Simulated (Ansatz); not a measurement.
# AsBFH2 radical (SMILES F[B][AsH2]): functionals against CCSD(T) at one geometry

One table from this session's results is given with a row withheld; the runs are named, their logs left out.

Program: Ansatz 0.2.0, Gaussian basis. Level of theory: single points in def2-TZVPP. These are calculated values, not measurements.

Correlated methods freeze the cores. Filled d shells of the heavier atoms are correlated. Orbitals are unrestricted.

**The starting structure**

5 atoms, charge 0, spin multiplicity 2.

Atoms are counted from 1 here; the program's logs count them from 0.

Bond lengths: F1–B2 1.286 Å, B2–As3 2.142 Å, As3–H4 1.704 Å, As3–H5 1.659 Å. Angles: F1–B2–As3 125.1°, B2–As3–H4 77.7°, B2–As3–H5 94.6°, H4–As3–H5 88.7°.

Geometry (Å):

| atom | x (Å) | y (Å) | z (Å) |
| --- | --- | --- | --- |
| F1 | 0.0316 | -1.5023 | 1.6845 |
| B2 | 0.5201 | -0.6280 | 0.8780 |
| As3 | -0.6244 | 0.8235 | -0.2037 |
| H4 | -0.5569 | -0.4778 | -1.3016 |
| H5 | 0.6897 | 1.4871 | -0.9692 |

The first run:

Contents of run/in.yaml:

```yaml
crystal:
  periodic: [false, false, false]
  atoms:
    - {symbol: F, position_ang: [0.031600, -1.502300, 1.684500]}
    - {symbol: B, position_ang: [0.520100, -0.628000, 0.878000]}
    - {symbol: As, position_ang: [-0.624400, 0.823500, -0.203700]}
    - {symbol: H, position_ang: [-0.556900, -0.477800, -1.301600]}
    - {symbol: H, position_ang: [0.689700, 1.487100, -0.969200]}
basis:
  gaussian: {orbitals: def2-TZVPP}
magnetization: {spin_polarized: true, initial_magnetization: 1}
correlation: {method: ccsd_t}
scf: {omitted_lower_state_checks: [cluster_reference]}
output: {forces: true}
```

No record of the launch command was kept for these runs.

Steps of the session up to this table: CCSD(T)/def2-TZVPP; PBE0-D4/def2-TZVPP; wB97M-V/def2-TZVPP; r2SCAN-D4/def2-TZVPP; PBE-D4/def2-TZVPP; r2SCAN0-D4/def2-TZVPP; revPBE-D4/def2-TZVPP.

One table of the session follows, with a row left open; its other results are not shown here.

| method | RMS force component (eV/Å) | angle to CCSD(T) forces (°) | dipole (D) |
| --- | --- | --- | --- |
| CCSD(T) | 1.110 | reference | 0.46 |
| PBE0-D4 | 1.075 | 4.9 | 0.48 |
| wB97M-V | 1.129 | 3.9 | 0.56 |
| r2SCAN-D4 | 1.086 | 1.4 | 0.36 |
| PBE-D4 | ? | ? | ? |
| r2SCAN0-D4 | 1.137 | 8.8 | 0.38 |
| revPBE-D4 | 1.041 | 13.3 | 0.53 |

Estimate the missing values for PBE-D4.

As computed: RMS force component (eV/Å): 1.009; angle to CCSD(T) forces (°): 8.8; dipole (D): 0.54. In the column «RMS force component (eV/Å)» it is the lowest.
